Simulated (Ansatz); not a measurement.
**AlN: how the settings move a single-point run**

Question: which choices in the input matter for AlN?

Computed with Ansatz 0.2.0 (reference: DFT, HSE06, plane waves, PAW, unless a step's input says otherwise).

1 further run of the same task is left out (for a known fault of the program).

### 1 The structure to begin with

The structure is hexagonal, space group P6_3mc (No. 186). The conventional cell has a = 3.107 Å, b = 3.107 Å, c = 4.979 Å, α = 90.00°, β = 90.00°, γ = 120.00°. Al (site symmetry 3m) is surrounded by 4 N at 1.89 to 1.90 Å. N (site symmetry 3m) has 4 Al at 1.89 to 1.90 Å as nearest neighbours.

As a file:

```cif
data_structure
_symmetry_space_group_name_H-M 'P 1'
_symmetry_Int_Tables_number 1
_cell_length_a 3.1067
_cell_length_b 3.1067
_cell_length_c 4.9786
_cell_angle_alpha 90.000
_cell_angle_beta 90.000
_cell_angle_gamma 120.000
_cell_volume 41.61
loop_
_atom_site_label
_atom_site_type_symbol
_atom_site_fract_x
_atom_site_fract_y
_atom_site_fract_z
_atom_site_occupancy
Al1 Al 0.33333 0.66667 0.99670 1
Al2 Al 0.66667 0.33333 0.49670 1
N1 N 0.33333 0.66667 0.37830 1
N2 N 0.66667 0.33333 0.87830 1
```

### 2 Baseline

input.yaml

```yaml
crystal:
  lattice:
    - [3.1066937622, 0.0, 0.0]
    - [-1.5533468811, 2.6904757198, 0.0]
    - [0.0, 0.0, 4.978591553]
  atoms:
    - { symbol: Al, position: [0.3333333333, 0.6666666667, -0.0032954729] }
    - { symbol: Al, position: [0.6666666667, 0.3333333333, 0.4967045271] }
    - { symbol: "N", position: [0.3333333333, 0.6666666667, 0.3782954729] }
    - { symbol: "N", position: [0.6666666667, 0.3333333333, 0.8782954729] }
kpoints:
  mp_grid: { grid: [6, 6, 2] }
hamiltonian:
  xc: hse06
scf:
  occupations: { method: fixed }
  n_extra_bands: 5
output:
  forces: true
  stress: true
  eigenvalues: true
  write_density: true
  write_potential: true
  elf: true
  volumetric_format: npy
```

Started as:

```sh
ansatz run input.yaml --threads 4 --pin off --max-ram 3686MiB --backend cpu --events-out ev --progress --plain --runs-dir out
```

### 3 Changed: mp_grid.grid [6, 6, 4], xc r2scan

Edit input.yaml of step 2 so:

```diff
@@ -11,5 +11,5 @@
 kpoints:
-  mp_grid: { grid: [6, 6, 2] }
+  mp_grid: { grid: [6, 6, 4] }
 hamiltonian:
-  xc: hse06
+  xc: r2scan
 scf:
@@ -21,5 +21 @@
   eigenvalues: true
-  write_density: true
-  write_potential: true
-  elf: true
-  volumetric_format: npy
```

### 4 Changing settings: exchange pbe, correlation pbe, coeff 0.5, omega 0.5

Edit input.yaml of step 2 so:

```diff
@@ -13,3 +13,3 @@
 hamiltonian:
-  xc: hse06
+  xc: { exchange: pbe, correlation: pbe, exx: { coeff: 0.5, omega: 0.5 } }
 scf:
@@ -21,5 +21 @@
   eigenvalues: true
-  write_density: true
-  write_potential: true
-  elf: true
-  volumetric_format: npy
```

### 5 Changed: mp_grid.grid [3, 3, 3]

Edit input.yaml of step 2 so:

```diff
@@ -11,3 +11,3 @@
 kpoints:
-  mp_grid: { grid: [6, 6, 2] }
+  mp_grid: { grid: [3, 3, 3] }
 hamiltonian:
@@ -21,5 +21 @@
   eigenvalues: true
-  write_density: true
-  write_potential: true
-  elf: true
-  volumetric_format: npy
```

### 6 Variant: ecutwfc 500

Edit input.yaml of step 2 so:

```diff
@@ -21,5 +21,3 @@
   eigenvalues: true
-  write_density: true
-  write_potential: true
-  elf: true
-  volumetric_format: npy
+basis:
+  ecutwfc: 500
```

Q: Predict the outcome of this session. Wanted: for each run, ending; energy change; pressure; gap; force.

As calculated:

| run | ending | energy change | pressure (GPa) | gap (eV) | force (eV/Å) | cycles | time |
| --- | --- | --- | --- | --- | --- | --- | --- |
| reference | converged | 0 | -0.7 | 5.61 | 0.01 | 13 | 9.1 s |
| 1: mp_grid.grid [6, 6, 4], xc r2scan | converged | not comparable | 0.0 | 4.88 | 0.00 | 7 | 1.9 s |
| 2: exchange pbe, correlation pbe, coeff 0.5, omega 0.5 | converged | not comparable | -3.9 | 5.79 | 0.01 | 14 | 10 s |
| 3: mp_grid.grid [3, 3, 3] | converged | +42.6 meV/atom | -0.5 | 5.60 | 0.08 | 11 | 4.5 s |
| 4: ecutwfc 500 | converged | -1.7 meV/atom | -0.7 | 5.61 | 0.01 | 12 | 12 s |

Times don't compare one to one where runs were asked for different outputs or read a saved state (see the inputs); cycles may leave out searches for a lower state.

Residual by cycle in the longest SCF loop of each run; runs are numbered as in the table. The quantity is the density residual dr2, in eV.

| cycle | reference | run 1 | run 2 | run 3 | run 4 |
| --- | --- | --- | --- | --- | --- |
| 1 | 0.00762 | 0.0178 | 0.0236 | 0.0104 | 0.00761 |
| 2 | 0.00214 | 0.0038 | 0.00636 | 0.00237 | 0.00214 |
| 3 | 4.9e-4 | 1.5e-4 | 0.00213 | 2.1e-4 | 5.3e-4 |
| 4 | 9.2e-5 | 1.6e-5 | 3.8e-4 | 7.0e-6 | 9.9e-5 |
| 5 | 6.9e-6 | 9.8e-7 | 4.9e-5 | 1.5e-6 | 8.1e-6 |
| 6 | 2.7e-6 | 2.1e-7 | 1.3e-5 | - | 3.7e-6 |
| 7 | 1.8e-7 | 1.6e-8 | 1.5e-6 | - | 2.0e-7 |

What this shows: Of the converged runs whose energies compare with the reference's, «mp_grid.grid [3, 3, 3]» moves the energy most (+42.6 meV/atom) and «ecutwfc 500» least (-1.7 meV/atom). Of the variants the dearest is «ecutwfc 500» (12 s), the cheapest «mp_grid.grid [6, 6, 4], xc r2scan» (1.9 s), on a shared host.
